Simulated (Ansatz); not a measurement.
# C₂H₆GeO: up Jacob's ladder to CCSD(T)

One table from this session's results is given with a row withheld; the runs are named, their logs left out.

Computed with Ansatz 0.2.0, Gaussian basis. Level: functionals in def2-TZVPP, the program's frozen cores in correlated methods.

The runs, in order: LDA (SPW92), PBE-D4, revPBE-D4, BLYP-D4, r2SCAN-D4, B97M-V, PBE0-D4, B3LYP-D4, r2SCANh-D4, r2SCAN0-D4, HSE06-D4, BHLYP-D4, CAM-B3LYP-D4, LC-ωPBE, ωB97X-V, ωB97M-V, B2PLYP, PBE-QIDH; CCSD(T)/def2-SVP; CCSD(T)/def2-TZVPP; MP2/def2-QZVPP; extrapolation to the limit; RPA on PBE.

## Structure used throughout

All runs share one geometry, relaxed beforehand with PBE0-D4 in a triple-zeta def2 set.

SMILES `C[CH2][Ge][OH]`, 10 atoms, charge 0, spin multiplicity 1.

Atoms are counted from 1 here; the program's logs count them from 0.

Bond lengths: C1–C2 1.519 Å, C1–H5 1.095 Å, C1–H6 1.094 Å, C1–H7 1.095 Å, C2–Ge3 2.014 Å, C2–H8 1.099 Å, C2–H9 1.099 Å, Ge3–O4 1.789 Å, O4–H10 0.963 Å. Angles: C2–C1–H5 111.8°, C2–C1–H6 112.3°, C2–C1–H7 111.7°, H5–C1–H6 106.6°, H5–C1–H7 107.6°, H6–C1–H7 106.6°, C1–C2–Ge3 118.5°, C1–C2–H8 111.0°, C1–C2–H9 111.0°, Ge3–C2–H8 105.3°, Ge3–C2–H9 105.3°, H8–C2–H9 104.5°, C2–Ge3–O4 99.7°, Ge3–O4–H10 114.7°.

Coordinates:

```mol
C2H6GeO
  3D, bonds by distance, orders not assigned

 10  9  0  0  0  0  0  0  0  0999 V2000
   -0.8247    0.5315    0.0186 C   0  0
   -0.0287   -0.4938    0.8069 C   0  0
    1.7175   -1.1487    0.0454 Ge  0  0
    1.7532   -0.2114   -1.4781 O   0  0
   -1.1109    0.1521   -0.9677 H   0  0
   -1.7520    0.8146    0.5247 H   0  0
   -0.2573    1.4555   -0.1335 H   0  0
   -0.6235   -1.3994    0.9895 H   0  0
    0.2151   -0.1177    1.8100 H   0  0
    0.9944    0.3660   -1.6127 H   0  0
  1  2  8  0
  2  3  8  0
  3  4  8  0
  1  5  8  0
  1  6  8  0
  1  7  8  0
  2  8  8  0
  2  9  8  0
  4 10  8  0
M  END
```

Set-up of the first run:

File in.yaml:

```yaml
crystal:
  periodic: [false, false, false]
  atoms:
    - {symbol: C, position_ang: [-0.824691, 0.531545, 0.018641]}
    - {symbol: C, position_ang: [-0.028724, -0.493784, 0.806867]}
    - {symbol: Ge, position_ang: [1.717510, -1.148652, 0.045372]}
    - {symbol: O, position_ang: [1.753181, -0.211377, -1.478112]}
    - {symbol: H, position_ang: [-1.110861, 0.152072, -0.967723]}
    - {symbol: H, position_ang: [-1.752040, 0.814592, 0.524718]}
    - {symbol: H, position_ang: [-0.257323, 1.455487, -0.133536]}
    - {symbol: H, position_ang: [-0.623451, -1.399412, 0.989479]}
    - {symbol: H, position_ang: [0.215086, -0.117687, 1.809958]}
    - {symbol: H, position_ang: [0.994413, 0.366015, -1.612662]}
basis:
  gaussian: {orbitals: def2-TZVPP}
hamiltonian: {xc: lda}
output: {orbitals: {seedname: orbitals}}
```

Run with:

```sh
> ansatz run in.yaml --threads 4 --pin off --events-out ev --progress --plain --max-ram 10444MiB
```

Among the steps run: LDA; PBE-D4 (GGA); revPBE-D4 (GGA); BLYP-D4 (GGA); r2SCAN-D4 (meta-GGA); B97M-V (meta-GGA); PBE0-D4 (hybrid); B3LYP-D4 (hybrid); r2SCANh-D4 (hybrid); r2SCAN0-D4 (hybrid); HSE06-D4 (hybrid); BHLYP-D4 (hybrid); CAM-B3LYP-D4 (range-separated); LC-ωPBE (range-separated); ωB97X-V (range-separated); ωB97M-V (range-separated); B2PLYP (double hybrid); PBE-QIDH (double hybrid).

One table of the session follows, with a row left open; its other results are not shown here.

It belongs to the step «Orbital energies across the functionals». 

```
  functional  HOMO (eV)  LUMO (eV)  gap (eV)
 LDA (SPW92)      -5.49      -2.79      2.70
      PBE-D4      -5.34      -2.56      2.78
   revPBE-D4      -5.29      -2.47      2.82
     BLYP-D4      -5.23      -2.48      2.75
   r2SCAN-D4      -5.58      -2.48      3.10
      B97M-V      -5.60      -2.42      3.18
     PBE0-D4      -6.41      -1.76      4.65
    B3LYP-D4      -6.25      -2.01      4.24
  r2SCANh-D4      -5.98      -2.18      3.80
  r2SCAN0-D4      -6.57      -1.72      4.85
    HSE06-D4      -6.02      -2.14      3.88
    BHLYP-D4          ?          ?         ?
CAM-B3LYP-D4      -7.71      -0.73      6.98
     LC-ωPBE      -8.97       0.44      9.41
     ωB97X-V      -8.65       0.33      8.97
     ωB97M-V      -8.54       0.21      8.75
```

Estimate the missing values for BHLYP-D4.

Worked estimate for «HOMO (eV)». Against the share of exact exchange, BLYP-D4 (0, -5.23), B3LYP-D4 (0.2, -6.25) give a slope of -5.10 per unit share; at 0.5 the line stands at -7.78.

**Answer.** HOMO (eV): -7.39; LUMO (eV): -0.92; gap (eV): 6.48. In «HOMO (eV)» the line misses by -0.39.
